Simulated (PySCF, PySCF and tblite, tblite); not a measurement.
# C₇H₁₄Si: conformers and averaged spectra, part 2 of 2

PySCF and tblite. Atoms count from 0. Earlier steps stand in the parts before.

## 6. Single-point energy, conformer 2: B3LYP/def2-SVP

What the job is given:

```
{"job": {"xc": "B3LYP", "basis": "def2-SVP", "kind": "sp"}, "charge": 0, "multiplicity": 1}
Si     1.721484    -1.654371     0.482060
C      0.765889    -0.257985    -0.387327
C      1.348199     1.130794    -0.099294
C      0.221580     2.078998    -0.498362
C     -1.022892     1.383943     0.052896
C     -0.716513    -0.107102    -0.054549
C     -1.463141    -1.063489     0.826137
C     -1.718565    -1.047105    -0.651873
H      1.181157    -2.960043     0.094708
H      1.646428    -1.485646     1.934526
H      3.120229    -1.577772     0.053703
H      0.838630    -0.422047    -1.470826
H      1.557631     1.241811     0.966814
H      2.270622     1.314612    -0.649421
H      0.163102     2.145181    -1.586544
H      0.351280     3.084373    -0.098673
H     -1.166238     1.658201     1.101256
H     -1.925942     1.658612    -0.493175
H     -0.947830    -1.914102     1.245259
H     -2.226414    -0.657406     1.474876
H     -2.659844    -0.652688    -1.006490
H     -1.349264    -1.877384    -1.236546
```

Output:

```text
coarse grid: 17912 points
cycle   1  E = -564.2029067944  dE =  8.568e-01  |g| = 4.608e-01  |ddm| = 4.798e+00
cycle   2  E = -564.1695141167  dE =  3.339e-02  |g| = 5.898e-01  |ddm| = 1.379e+00
cycle   3  E = -564.2647154650  dE = -9.520e-02  |g| = 6.708e-02  |ddm| = 8.821e-01
cycle   4  E = -564.2655093886  dE = -7.939e-04  |g| = 3.638e-02  |ddm| = 1.311e-01
cycle   5  E = -564.2658282109  dE = -3.188e-04  |g| = 4.644e-03  |ddm| = 4.361e-02
cycle   6  E = -564.2658333602  dE = -5.149e-06  |g| = 9.946e-04  |ddm| = 7.052e-03
final grid: 165592 points
cycle   7  E = -564.3590720312  dE = -5.985e-05  |g| = 6.318e-03  |ddm| = 5.305e-02
cycle   8  E = -564.3590639345  dE =  8.097e-06  |g| = 8.422e-03  |ddm| = 1.911e-02
cycle   9  E = -564.3590829570  dE = -1.902e-05  |g| = 7.144e-04  |ddm| = 1.166e-02
cycle  10  E = -564.3590830720  dE = -1.150e-07  |g| = 2.228e-04  |ddm| = 1.085e-03
cycle  11  E = -564.3590830839  dE = -1.187e-08  |g| = 4.002e-05  |ddm| = 2.812e-04
cycle  12  E = -564.3590830843  dE = -4.391e-10  |g| = 1.106e-05  |ddm| = 7.375e-05
converged SCF energy = -564.3590830843
```

Wall time 14 s (1 thread of Arm Neoverse V1, shared host); peak memory 0.76 GiB.

In short: HOMO -7.16 eV, LUMO 1.07 eV; dipole 0.80 D.

## 7. Boltzmann average: properties at KT2/pcSseg-1

What the job is given:

```
{"job": {"study": "conf", "smiles": "[SiH3][C@@H]1CCCC12CC2", "search": {"seed": 499, "n_embed": 60, "ff_keep": 14, "window": 3.0, "nmax": 9, "temps": [220, 260, 298.15, 340, 380], "t_ref": 298.15, "order": 0.002}, "level": {"nmr": {"xc": "KT2", "basis": "pcSseg-1"}, "sp": {"xc": "B3LYP", "basis": "def2-SVP"}}, "kind": "conf"}, "charge": 0, "multiplicity": 1}
Si     1.721484    -1.654371     0.482060
C      0.765889    -0.257985    -0.387327
C      1.348199     1.130794    -0.099294
C      0.221580     2.078998    -0.498362
C     -1.022892     1.383943     0.052896
C     -0.716513    -0.107102    -0.054549
C     -1.463141    -1.063489     0.826137
C     -1.718565    -1.047105    -0.651873
H      1.181157    -2.960043     0.094708
H      1.646428    -1.485646     1.934526
H      3.120229    -1.577772     0.053703
H      0.838630    -0.422047    -1.470826
H      1.557631     1.241811     0.966814
H      2.270622     1.314612    -0.649421
H      0.163102     2.145181    -1.586544
H      0.351280     3.084373    -0.098673
H     -1.166238     1.658201     1.101256
H     -1.925942     1.658612    -0.493175
H     -0.947830    -1.914102     1.245259
H     -2.226414    -0.657406     1.474876
H     -2.659844    -0.652688    -1.006490
H     -1.349264    -1.877384    -1.236546
```

Output:

```text
conformer  sym    E(xTB)   E(DFT)   G(298.15 K)  weight  dipole/D
    1     C1      0.034    0.993    0.791   0.2084    0.763
    2     C1      0.000    0.000    0.000   0.7916    0.804

mean shielding (ppm) by class
class atoms           220 K      260 K   298.15 K      340 K      380 K
  0 Si 0            436.092    435.928    435.795    435.672    435.575
  1 C  1            151.884    151.814    151.756    151.702     151.66
  2 C  2            146.474    146.527     146.57    146.609     146.64
  3 C  3            152.217    152.256    152.288    152.317    152.341
  4 C  4            143.028    143.148    143.245    143.335    143.406
  5 C  5            160.432    160.394    160.363    160.334    160.311
  6 C  6            168.248    168.339    168.414    168.483    168.538
  7 C  7            167.398    167.148    166.944    166.756    166.608
  8 H  8,9,10        27.954     27.948     27.943     27.939     27.935
  9 H  11            30.002     30.013     30.022      30.03     30.037
 10 H  12            29.979     29.963      29.95     29.938     29.929
 11 H  13            29.446     29.439     29.434     29.429     29.425
 12 H  14            29.832      29.82      29.81     29.801     29.794
 13 H  15            29.632     29.634     29.636     29.638      29.64
 14 H  16             29.65      29.65      29.65      29.65      29.65
 15 H  17            29.923     29.917     29.912     29.908     29.905
 16 H  18            30.849     30.854     30.857      30.86     30.863
 17 H  19            31.224     31.216     31.209     31.203     31.199
 18 H  20              31.0     31.005     31.009     31.013     31.016
 19 H  21            31.198     31.187     31.178     31.169     31.162
```

It took 2.7 min on 1 thread of Arm Neoverse V1, shared host. This counts the runs that the step sums up.

The search (ETKDG and KDG, MMFF94s, GFN2-xTB) embedded 60 structures, kept 2 distinct ones after the force field and 2 after xTB; 2 were carried on (window 3.0 kcal/mol at the search's own energies). Energies: B3LYP/def2-SVP with D3(BJ).

The conformers at 298 K:

| no. | group | mirror pair | ΔE xTB | ΔE DFT | ΔG | weight (%) | μ (D) | A, B, C (GHz) |
| --- | --- | --- | --- | --- | --- | --- | --- | --- |
| 1 | C1 | no | 0.03 | 0.99 | 0.79 | 20.8 | 0.76 | 2.11, 1.67, 1.17 |
| 2 | C1 | no | 0.00 | 0.00 | 0.00 | 79.2 | 0.80 | 2.15, 1.64, 1.06 |

Energies in kcal/mol. ΔG holds xTB vibrations and rotation, symmetry numbers and mirror pairs.

Weights (%) by temperature:

| no. | 220 K | 260 K | 298 K | 340 K | 380 K |
| --- | --- | --- | --- | --- | --- |
| 2 | 86.6 | 82.5 | 79.2 | 76.1 | 73.6 |
| 1 | 13.4 | 17.5 | 20.8 | 23.9 | 26.4 |

How the weights hang on the way they are made:

| scheme | 2 | 1 | mean μ (D) |
| --- | --- | --- | --- |
| DFT free energy | 79 | 21 | 0.80 |
| DFT energy, symmetry counted | 84 | 16 | 0.80 |
| DFT energy alone | 84 | 16 | 0.80 |
| xTB energy, symmetry counted | 51 | 49 | 0.78 |
| xTB free energy | 43 | 57 | 0.78 |
| lowest conformer only | 100 | 0 | 0.80 |
| equal weights | 50 | 50 | 0.78 |

Shifts against references run at the same level ($^{1}$H TMS 31.62, $^{13}$C TMS 185.6, $^{29}$Si TMS 357.4 ppm of shielding), by class of atoms, at 298 K:

| atoms | environment | no. 2 | no. 1 | average |
| --- | --- | --- | --- | --- |
| C4 | sp3 CH2 in a ring | 43.0 | 40.0 | 42.4 |
| C2 | sp3 CH2 in a ring | 39.3 | 38.0 | 39.0 |
| C1 | sp3 CH bonded to Si | 33.5 | 35.2 | 33.8 |
| C3 | sp3 CH2 in a ring | 33.5 | 32.6 | 33.3 |
| C5 | three-membered-ring carbon | 25.0 | 26.0 | 25.2 |
| C7 | three-membered-ring carbon | 17.4 | 23.5 | 18.7 |
| C6 | three-membered-ring carbon | 17.6 | 15.4 | 17.2 |
| H8, H9, H10 | hydrogen on a silicon bonded to C | 3.65 | 3.80 | 3.68 |
| H13 | hydrogen on an sp3 CH2 in a ring | 2.16 | 2.32 | 2.19 |
| H15 | hydrogen on an sp3 CH2 in a ring | 2.00 | 1.94 | 1.99 |
| H16 | hydrogen on an sp3 CH2 in a ring | 1.97 | 1.97 | 1.97 |
| H14 | hydrogen on an sp3 CH2 in a ring | 1.75 | 2.04 | 1.81 |
| H17 | hydrogen on an sp3 CH2 in a ring | 1.68 | 1.82 | 1.71 |
| H12 | hydrogen on an sp3 CH2 in a ring | 1.59 | 1.98 | 1.67 |
| H11 | hydrogen on an sp3 CH bonded to Si | 1.66 | 1.39 | 1.60 |
| H18 | hydrogen on a three-membered-ring carbon | 0.79 | 0.68 | 0.77 |
| H20 | hydrogen on a three-membered-ring carbon | 0.64 | 0.52 | 0.61 |
| H21 | hydrogen on a three-membered-ring carbon | 0.39 | 0.67 | 0.45 |
| H19 | hydrogen on a three-membered-ring carbon | 0.37 | 0.57 | 0.41 |
| Si0 | silicon bonded to C, 3 H | -79.2 | -75.2 | -78.4 |

Effective distances for nuclear Overhauser effects, ⟨r⁻⁶⟩^(−1/6) over all pairs of two classes (Å): H12···H13 1.77; H14···H15 1.77; H16···H17 1.77; H18···H19 1.81; H20···H21 1.81; H11···H13 2.39; H14···H17 2.40; H15···H16 2.40.

## 8. Outcome

The summary covers parts 1 to 2.

| quantity | value |
| --- | --- |
| conformers | 2; the first in weight is no. 2 (C1), 79 % at 298 K |
| root-mean-square dipole | 0.80 D |
| averaged $^{13}$C shifts (KT2/pcSseg-1) | 42.4, 39.0, 33.8, 33.3, 25.2, 18.7, 17.2 ppm |
| averaged $^{1}$H shifts (KT2/pcSseg-1) | 3.68, 2.19, 1.99, 1.97, 1.81, 1.71, 1.67, 1.60, 0.77, 0.61, 0.45, 0.41 ppm |
| averaged $^{29}$Si shifts (KT2/pcSseg-1) | -78.4 ppm |

Conformer 2 leads with 79 % at 298 K, and its share goes from 87 % at 220 K to 74 % at 380 K. Among conformers over 5 %, C7 differs by 6.1 ppm, while the average moves by 0.8 ppm from 220 to 380 K.
